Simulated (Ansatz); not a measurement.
# MgCu2O3: the cost of one run

Computed with Ansatz 0.2.0, driven from Python. Level of theory: DFT LDA+U, plane waves, PAW.

## (1) The structure

Symmetry: P4/mmm, No. 123, tetragonal system. The conventional cell has a = 4.227 Å, b = 4.227 Å, c = 3.854 Å, α = 90.00°, β = 90.00°, γ = 90.00°. Around Mg (site symmetry 4/mmm) lie 6 O at 1.93 to 2.11 Å. Around Cu (site symmetry mmm) lie 4 O at 1.93 to 2.11 Å. O (site symmetry mmm) is surrounded by 2 Cu at 1.93 Å and 2 Mg at 2.11 Å. O (site symmetry 4/mmm) is surrounded by 2 Mg at 1.93 Å and 4 Cu at 2.11 Å.

No structure file is read: the coordinates are typed or built in the script.

## (2) The code

mgcu2o3.py

```python
"""Energy and force of MgCu2O3 as one atom is pushed off its site."""

import ansatz as az
import numpy as np
from pymatgen.core import Lattice, Structure
from pymatgen.io.ase import AseAtomsAdaptor


def main() -> None:
    pmg_structure = Structure(
        Lattice([(4.226549, 0.0, 0.0), (0.0, 4.226549, 0.0), (0.0, 0.0, 3.85437)]),
        ["Mg", "Cu", "Cu", "O", "O", "O"],
        [
            (0.0, 0.0, 0.0),
            (0.0, 0.5, 0.5),
            (0.5, 0.0, 0.5),
            (0.0, 0.5, 0.0),
            (0.5, 0.0, 0.0),
            (0.0, 0.0, 0.5),
        ],
    )
    cell = az.Crystal.from_ase(AseAtomsAdaptor.get_atoms(pmg_structure))

    inverse = np.linalg.inv(np.array(cell.lattice.vectors))
    home = np.array(cell.sites[0].position)
    values = np.linspace(-0.1, 0.1, 5)
    energies, pulls = [], []
    for shift in values:
        moved = cell.move(0, to=home + shift * inverse[1])
        setup = (
            moved.calculation()
            .hubbard("Cu", "d", u_eff=3.0)
            .scf(tolerance=1e-07, extra_bands=6)
            .functional("lda")
            .initial_density(normalization="cell")
            .occupations("fermi_dirac", width=0.05)
            .basis(28 * az.Ry, density_ratio=4)
            .kpoints(6, center="monkhorst-pack")
            .forces()
        )
        summary = setup.run(threads=1, backend="cpu").report
        energies.append(summary["free_energy_ev"])
        pulls.append(summary["forces_ev_ang"][0][1])

    # the force is minus the slope of the free energy
    print("shift (A)   dE (eV)   force along y (eV/A)")
    for shift, e, f in zip(values, energies, pulls):
        print(f"{shift:8.3f} {e - energies[2]:10.5f} {f:12.4f}")
    print(f"stiffness from energies {2 * np.polyfit(values, energies, 2)[0]:.3f}, from forces {-np.polyfit(values, pulls, 1)[0]:.3f} eV/A^2")


if __name__ == "__main__":
    main()
```

## (3) What the engine is handed

The engine receives this input (first run):

```yaml
crystal:
  lattice:
    - [4.226549, 0.0, 0.0]
    - [0.0, 4.226549, 0.0]
    - [0.0, 0.0, 3.85437]
  atoms:
    - { symbol: Mg, position: [0.0, -0.023659964666208767, 0.0] }
    - { symbol: Cu, position: [0.0, 0.5, 0.5] }
    - { symbol: Cu, position: [0.5, 0.0, 0.5] }
    - { symbol: O, position: [0.0, 0.5, 0.0] }
    - { symbol: O, position: [0.5, 0.0, 0.0] }
    - { symbol: O, position: [0.0, 0.0, 0.5] }
basis:
  ecutwfc: 380.959407443832
  ecutrho_ratio: 4
kpoints:
  mp_grid:
    grid: [6, 6, 6]
    shift: [0.5, 0.5, 0.5]
hamiltonian:
  xc: lda
  hubbard:
    - { species: Cu, l: d, u_eff: 3.0 }
scf:
  n_extra_bands: 6
  convergence:
    dr2_threshold: 1.0e-07
  occupations:
    method: fermi_dirac
    width: 0.05
  initial_density:
    normalization: cell
output:
  forces: true
```

## (4) The run

Run with:

```sh
python mgcu2o3.py
```

**Question.** How long does this script take on 1 thread of Arm Neoverse V1, shared host, and how much memory does it need?

About 54 s, with a peak of 0.49 GiB.
